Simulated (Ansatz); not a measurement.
# BN: the cost of one run

Program: the Python package of Ansatz 0.2.0. Level of theory: DFT PBE, plane waves, PAW. These are calculated values, not measurements.

The COD entry's cell or inner coordinates are ideal or old and differ from later refinements, so a difference from it is no clean test against experiment.

## 1. The structure

It takes space group P6_3mc (No. 186, hexagonal). The conventional cell has a = 2.536 Å, b = 2.536 Å, c = 4.199 Å, α = 90.00°, β = 90.00°, γ = 120.00°. B (site symmetry 3m) is surrounded by 4 N at 1.56 to 1.57 Å. N (site symmetry 3m) has 4 B at 1.56 to 1.57 Å as nearest neighbours.

No structure file is read: the coordinates are typed or built in the script.

## 2. The code

File fold.py:

```python
# -*- coding: utf-8 -*-
"""Band folding check for BN."""

import ansatz
import numpy as np


def main():
    vectors = np.array([
        [2.536, 0.0, 0.0],
        [-1.268, 2.19624, 0.0],
        [0.0, 0.0, 4.199],
    ])
    system = (
        ansatz.Lattice.of(vectors)
        .atom("B", (2 / 3, 1 / 3, 0.0))
        .atom("B", (1 / 3, 2 / 3, 0.5))
        .atom("N", (2 / 3, 1 / 3, 0.375))
        .atom("N", (1 / 3, 2 / 3, 0.875))
    )

    # the mesh shrinks as the cell grows, so that all cells sample the same points
    mesh = (6, 6, 4)
    rows = []
    for repeats in [(1, 1, 1), (2, 1, 1)]:
        base = (
            system.supercell(*repeats).calculation()
            .scf(tolerance=1e-05, max_iterations=200, algorithm="density_mixing")
            .occupations("fixed")
            .functional("pbe")
            .kpoints(*(k // n for k, n in zip(mesh, repeats)))
        )
        data = base.run(threads=1).report
        n = len(data["lattice"]["sites"])
        rows.append((repeats, n, data["free_energy_ev"] / n, data["fermi_energy_ev"], data["n_kpoints"], data["n_symmetry_ops"]))
    lines = [",".join(["repeats", "atoms", "F/atom eV", "Fermi level eV", "k-points", "symmetry operations"])] + [",".join(f"{v:.4f}" if isinstance(v, float) else str(v) for v in row) for row in rows]
    print("\n".join(lines))
    with open("fold.csv", "w") as handle:
        handle.write("\n".join(lines) + "\n")


if __name__ == "__main__":
    main()
```

## 3. The input behind the calls

The package turns the script's settings into the engine's input (first run):

```yaml
crystal:
  lattice:
    - [2.536, 0.0, 0.0]
    - [-1.268, 2.19624, 0.0]
    - [0.0, 0.0, 4.199]
  atoms:
    - { symbol: B, position: [0.6666666666666666, 0.3333333333333333, 0.0] }
    - { symbol: B, position: [0.3333333333333333, 0.6666666666666666, 0.5] }
    - { symbol: "N", position: [0.6666666666666666, 0.3333333333333333, 0.375] }
    - { symbol: "N", position: [0.3333333333333333, 0.6666666666666666, 0.875] }
kpoints:
  mp_grid:
    grid: [6, 6, 4]
hamiltonian:
  xc: pbe
scf:
  max_iter: 200
  algorithm: density_mixing
  convergence:
    dr2_threshold: 1.0e-05
  occupations:
    method: fixed
```

## 4. The run

Run with:

```sh
$ python fold.py
```

**Question.** How long does this script take on 1 thread of Arm Neoverse V1, shared host, and how much memory does it need?

About 3.1 s, with a peak of 0.36 GiB.
